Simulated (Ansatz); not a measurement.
This script for Ansatz 0.2.0 through its Python package starts 3 runs on CdAg, space group Cmmm. What input does the engine get in each?

`drho_cdag.py`:
```python
"""Density of CdAg less that of its sublattices."""

from dataclasses import dataclass

import ansatz as az
import numpy as np


@dataclass
class RunConfig:
    xc: str = "pbesol"
    occupations: str = "Fermi-Dirac"
    sigma: float = 0.05
    cutoff: int = 460
    mesh: tuple[int, ...] = (10, 10, 6)


cfg = RunConfig()

VECTORS = np.array([
    [1.68062, -2.39928, 0.0],
    [1.68062, 2.39928, 0.0],
    [0.0, 0.0, 4.69335],
])
SITES = [
    ("Cd", (0.5, 0.5, 0.5)),
    ("Ag", (0.0, 0.0, 0.0)),
]


def crystal_on(cell):
    crystal = az.Crystal(lattice=az.Lattice.of(cell))
    for symbol, position in SITES:
        crystal = crystal.atom(symbol, position)
    return crystal


def main() -> None:
    # same cell, cutoff and mesh for the crystal and its parts
    def solve(crystal):
        return (
            crystal.calculation()
            .functional(cfg.xc)
            .occupations(cfg.occupations, width=cfg.sigma)
            .basis(cfg.cutoff, grid_basis="typed")
            .kpoints(*cfg.mesh)
            .density()
            .run(threads=1)
        )


    whole = solve(crystal_on(VECTORS))
    difference = whole.density().channels[0].density_e_per_ang3.copy()
    binding = whole.report["free_energy_ev"]
    for element in ["Cd", "Ag"]:
        part = az.Crystal(lattice=az.Lattice.of(VECTORS))
        for symbol, position in SITES:
            if symbol == element:
                part = part.atom(symbol, position)
        alone = solve(part)
        difference -= alone.density().channels[0].density_e_per_ang3
        binding -= alone.report["free_energy_ev"]
        print(f"{element} sublattice: {alone.report['n_electrons']:g} electrons, {alone.report['n_iterations']} iterations")

    voxel = abs(np.linalg.det(VECTORS)) / difference.size
    print(f"energy of the crystal less its unpolarised sublattices: {binding / len(SITES):.4f} eV/atom")
    print(f"net charge of the difference {difference.sum() * voxel:.5f} e, charge moved {0.5 * np.abs(difference).sum() * voxel:.3f} e")
    print(f"extremes {difference.min():.4f} and {difference.max():.4f} e/A^3")
    for (symbol, position) in SITES:
        index = tuple(int(round(p * n)) % n for p, n in zip(position, difference.shape))
        print(f"  change of the pseudo-density at the grid point nearest {symbol}: {difference[index]:+.4f} e/A^3")


if __name__ == "__main__":
    main()
```

Run 1:
```yaml
crystal:
  lattice:
    - [1.68062, -2.39928, 0.0]
    - [1.68062, 2.39928, 0.0]
    - [0.0, 0.0, 4.69335]
  atoms:
    - { symbol: Cd, position: [0.5, 0.5, 0.5] }
    - { symbol: Ag, position: [0.0, 0.0, 0.0] }
basis:
  ecutwfc: 460.0
  fft_grid_basis: typed
kpoints:
  mp_grid:
    grid: [10, 10, 6]
hamiltonian:
  xc: pbesol
scf:
  occupations:
    method: fermi_dirac
    width: 0.05
output:
  write_density: true
```

Run 2, against run 1:
```diff
-    - { symbol: Ag, position: [0.0, 0.0, 0.0] }
```

Run 3, against run 1:
```diff
-    - { symbol: Cd, position: [0.5, 0.5, 0.5] }
```

```console
$ python drho_cdag.py
Cd sublattice: 20 electrons, 6 iterations
Ag sublattice: 19 electrons, 6 iterations
energy of the crystal less its unpolarised sublattices: -0.7379 eV/atom
net charge of the difference -0.00000 e, charge moved 0.231 e
extremes -0.0981 and 0.0336 e/A^3
  change of the pseudo-density at the grid point nearest Cd: -0.0461 e/A^3
  change of the pseudo-density at the grid point nearest Ag: -0.0526 e/A^3
```

The mesh is modest for a metal, so energies can be off by several to tens of meV an atom and pressures by half a GPa or more; differences at equal mesh fare better. Grid values close to the nuclei reflect the PAW or pseudopotential construction, not the all-electron fields. The structure comes from a database of computed cells and needn't be a stable or known phase. Charge moved counts every rearrangement, bonding and polarisation too, and is no transfer between atoms; the bare sublattices are artificial references. Values near the nuclei depend on the potentials. It ran for 9 s on 1 thread of Arm Neoverse V2, with other jobs on the host, peak memory 0.44 GiB.
